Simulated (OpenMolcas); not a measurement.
# Cu⁴⁺ among point charges: CASSCF and CASPT2 levels and susceptibility

Aim: the splitting of the states of Cu⁴⁺ in the field of 2 point charges, its lowest levels with spin-orbit coupling and its magnetic susceptibility.

The numbers are computed with OpenMolcas 26.06 (state-averaged CASSCF and CASPT2, spin-orbit coupling by RASSI with atomic mean-field integrals), except any that are marked as measured or tabulated.

## (1) The system

- Species: Cu⁴⁺ (copper, Z = 29, 25 electrons)
- Basis: ANO-RCC-VDZP [5s4p2d1f], 34 functions
- Scalar Hamiltonian: DKH2, point nucleus
- Inactive shells: 1s 2s 2p 3s 3p
- Active space: 7 electrons in 5 orbitals (3d)
- Some configurations of this space: 3d7
- Orbitals: optimised for each spin and parity, averaged over all roots

The outer shells:

3d7
```
3d [↑↓][↑↓][↑ ][↑ ][↑ ]
```

The ion sits among 2 point charges of -3 e arranged as a linear pair (D∞h), 2.13 Å from the ion.

Each step is its own input file, run in one work folder so that later steps find the files of earlier ones. Labels, J, g values, rates, χT and fits are worked out afterwards by a script from the matrices that RASSI stores. The input lists half of the charges; inversion (Group=XYZ) makes the rest.

## (2) Basis and integrals

Input file a.inp:

```
&GATEWAY
Coord
1

Cu 0.0 0.0 0.0
Basis=ANO-RCC-VDZP
Group=XYZ
NoMove
AngMom=0.0 0.0 0.0
AMFI
XField
1 Angstrom 0
0.000000 0.000000 2.130000 -3.000000
&SEWARD
```

Launch:

```sh
$ OMP_NUM_THREADS=1 MOLCAS_MEM=1689 MOLCAS_PROJECT=a pymolcas a.inp > a.log
```

## (3) Reference wave functions, quartets of even parity, 10 roots

Input file a.inp:

```
&RASSCF
FileOrb=start.orb
Symmetry=1
Spin=4
nActEl=7 0 0
Inactive=3 6
Ras2=5 0
CIRoot=10 10 1
SDav=10
CIMx=300
Iter=120 100
PrWF=0.3
OrbListing=Nothing
MaxOrb=0
>>> COPY $Project.JobIph JOB001
```

start.orb holds the contracted functions of the basis, ordered by shell, or the orbitals of the step before.

## (4) CASSCF: doublets of even parity, 40 roots

Input file a.inp:

```
&RASSCF
FileOrb=start.orb
Symmetry=1
Spin=2
nActEl=7 0 0
Inactive=3 6
Ras2=5 0
CIRoot=40 40 1
SDav=40
CIMx=300
Iter=120 100
PrWF=0.3
OrbListing=Nothing
MaxOrb=0
>>> COPY $Project.JobIph JOB002
```

## (5) RASSI: spin-orbit coupling between the states

Input file a.inp:

```
&RASSI
NrOfJobIphs=2 10 40
1 2 3 4 5 6 7 8 9 10
1 2 3 4 5 6 7 8 9 10 11 12 13 14 15 16 17 18 19 20 21 22 23 24 25 26 27
28 29 30 31 32 33 34 35 36 37 38 39 40
IphNames
JOB001
JOB002
EJob
SpinOrbit
DIPRint=1.0
SOCoupling=1000.0
Subsets=2
Property=9
'ANGMOM' 1 'ANGMOM' 2 'ANGMOM' 3 'MLTPL  1' 1 'MLTPL  1' 2 'MLTPL  1' 3
'AMFI' 1 'AMFI' 2 'AMFI' 3
SOProperty=3
'ANGMOM' 1 'ANGMOM' 2 'ANGMOM' 3
```

## (6) CASPT2: IPEA 0.25, imaginary shift 0.1 (closed shells correlated: 3s 3p)

Input file a.inp:

```
>>> COPY JOB001 $Project.JobIph
&CASPT2
Multistate=10 1 2 3 4 5 6 7 8 9 10
NoMult
Frozen=2 3
IPEA=0.25
Imaginary=0.1
MaxIter=60
WThr=0.0 0.3 0.05
PrWF=0.5
NoMix
>>> COPY JOB002 $Project.JobIph
&CASPT2
Multistate=40 1 2 3 4 5 6 7 8 9 10 11 12 13 14 15 16 17 18 19 20 21 22
23 24 25 26 27 28 29 30 31 32 33 34 35 36 37 38 39 40
NoMult
Frozen=2 3
IPEA=0.25
Imaginary=0.1
MaxIter=60
WThr=0.0 0.3 0.05
PrWF=0.5
NoMix
```

(Steps that only read results are left out.)

**Question.** What will these runs give? Wanted: spin-free ground state; first state of the same spin within the active space; lowest level; next level.

**Answer**, as computed:

| quantity | value |
| --- | --- |
| method | SS-CASPT2, IPEA 0.25, imaginary shift 0.1 (closed shells correlated: 3s 3p) |
| spin-free ground state | 4Phi, 2-fold in its orbital part |
| first state of the same spin within the active space | 4Sigma at 2100 cm⁻¹ |
| lowest level | 2-fold, g = 0.00, 0.00, 12.00 |
| next level | 925.4 cm⁻¹ |
| χT at 300 K | 4.91 cm³ K/mol |
| effective moment at 300 K | 6.27 μB |

Cost by method:

```csv
method,time of its own steps,time with the reference
A. CASSCF,8.6 s,8.6 s
"B. SS-CASPT2, IPEA 0.25, imaginary shift 0.1, +3s 3p",2.5 s,11 s
```

Times are of one thread on a shared host.

**Reading.** The spin-free ground state (4Phi) comes to 100 % from free-ion F terms and keeps the highest spin of the shell. χT at 300 K is 4.91, against 1.88 cm³ K/mol for the spin alone, so orbital moment adds to it. An active space of the d shell alone favours high spin; real ions in strong fields can be low spin. The field of point charges can differ much from that of real complexes. With metal d orbitals alone active, the gaps between spin states are rough; where two lie within a few thousand cm-1, their order is open. Point charges carry no covalency, so the field is a model and not that of real ligands.
